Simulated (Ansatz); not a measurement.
# CH6B2OS: a ladder of functionals and wavefunction methods

Aim: compute CH6B2OS with functionals from several rungs and with coupled cluster, and see how far each lands from CCSD(T) at the basis-set limit for the atomisation energy.

Method: functionals in def2-TZVPP, the program's frozen cores in correlated methods; program: Ansatz 0.2.0, Gaussian basis.

Plan: PBE-D4, r2SCAN-D4, PBE0-D4, B3LYP-D4, ωB97X-V, ωB97M-V, B2PLYP; CCSD(T)/def2-TZVPP; MP2/def2-QZVPP; extrapolation to the limit.

## Step 1: Structure used throughout

All runs share one geometry, relaxed beforehand with PBE0-D4 in a triple-zeta def2 set.

SMILES `BOCBS`, 11 atoms, charge 0, spin multiplicity 1.

Atoms are counted from 1 here; the program's logs count them from 0.

Bond lengths: B1–O2 1.339 Å, B1–H6 1.204 Å, B1–H7 1.196 Å, O2–C3 1.421 Å, C3–B4 1.562 Å, C3–H8 1.100 Å, C3–H9 1.098 Å, B4–S5 1.772 Å, B4–H10 1.193 Å, S5–H11 1.343 Å. Angles: O2–B1–H6 120.1°, O2–B1–H7 116.9°, H6–B1–H7 122.9°, B1–O2–C3 122.4°, O2–C3–B4 114.3°, O2–C3–H8 110.4°, O2–C3–H9 107.9°, B4–C3–H8 109.2°, B4–C3–H9 108.8°, H8–C3–H9 105.7°, C3–B4–S5 119.3°, C3–B4–H10 119.8°, S5–B4–H10 120.9°, B4–S5–H11 97.4°.

Coordinates:

```xyz
11
charge 0, multiplicity 1
B    -0.2038    1.7170    1.1920
O    -0.0963    1.1739   -0.0272
C    -0.7405   -0.0433   -0.3786
B     0.2365   -1.2108   -0.7303
S     1.9847   -0.9499   -0.5988
H    -0.8841    1.1871    2.0321
H     0.3979    2.7322    1.3875
H    -1.4163   -0.3670    0.4274
H    -1.3844    0.1530   -1.2462
H    -0.2009   -2.2653   -1.0768
H     2.3724   -2.1840   -0.9603
```

## Step 2: PBE-D4 (GGA)

in.yaml

```yaml
crystal:
  periodic: [false, false, false]
  atoms:
    - {symbol: B, position_ang: [-0.203760, 1.716967, 1.192001]}
    - {symbol: O, position_ang: [-0.096327, 1.173946, -0.027214]}
    - {symbol: C, position_ang: [-0.740469, -0.043347, -0.378554]}
    - {symbol: B, position_ang: [0.236462, -1.210759, -0.730344]}
    - {symbol: S, position_ang: [1.984686, -0.949889, -0.598819]}
    - {symbol: H, position_ang: [-0.884112, 1.187082, 2.032091]}
    - {symbol: H, position_ang: [0.397905, 2.732239, 1.387483]}
    - {symbol: H, position_ang: [-1.416295, -0.366996, 0.427428]}
    - {symbol: H, position_ang: [-1.384437, 0.153050, -1.246166]}
    - {symbol: H, position_ang: [-0.200872, -2.265307, -1.076847]}
    - {symbol: H, position_ang: [2.372421, -2.183986, -0.960259]}
basis:
  gaussian: {orbitals: def2-TZVPP}
hamiltonian: {xc: pbe, dispersion: d4}
output: {forces: true, orbitals: {seedname: orbitals}}
```

On the command line:

```sh
$ ansatz run in.yaml --threads 4 --pin off --events-out ev --progress --plain --max-ram 10444MiB
```

The runs that follow: r2SCAN-D4 (meta-GGA); PBE0-D4 (hybrid); B3LYP-D4 (hybrid); ωB97X-V (range-separated); ωB97M-V (range-separated); B2PLYP (double hybrid); CCSD(T) in def2-TZVPP; MP2 in def2-QZVPP.

Q: Predict the results of all the runs planned. Wanted: atomisation energy, CCSD(T)/CBS; farthest; mean size of error, hybrid; mean size of error, range-separated; gap, smallest and largest; T1 diagnostic; triples share of the correlation energy.

**Answer**, as computed:

| quantity | value |
| --- | --- |
| atomisation energy, CCSD(T)/CBS | 4094.4 kJ/mol |
| functionals within 20.5 kJ/mol (0.5 %) | B2PLYP |
| farthest | PBE-D4 (+103.0 kJ/mol) |
| mean size of error, hybrid | 33.3 kJ/mol |
| mean size of error, range-separated | 37.6 kJ/mol |
| gap, smallest and largest | 5.04 eV (PBE-D4), 11.81 eV (ωB97X-V) |
| T1 diagnostic | 0.0151 |
| triples share of the correlation energy | 3.9 % |

PBE-D4 is off by +103.0 kJ/mol. Double hybrids carry the basis error of their MP2 part in triple zeta, and no dispersion term here, so their miss is partly the set-up's. Misses under about 20.5 kJ/mol are within the doubt on the reference itself, which lacks core-valence correlation, relativity and higher excitations. Hartree-Fock recovers 76 % of the binding; the rest is correlation. The gap grows from 5.0 to 11.8 eV across the functionals, mostly with the share of exact exchange.
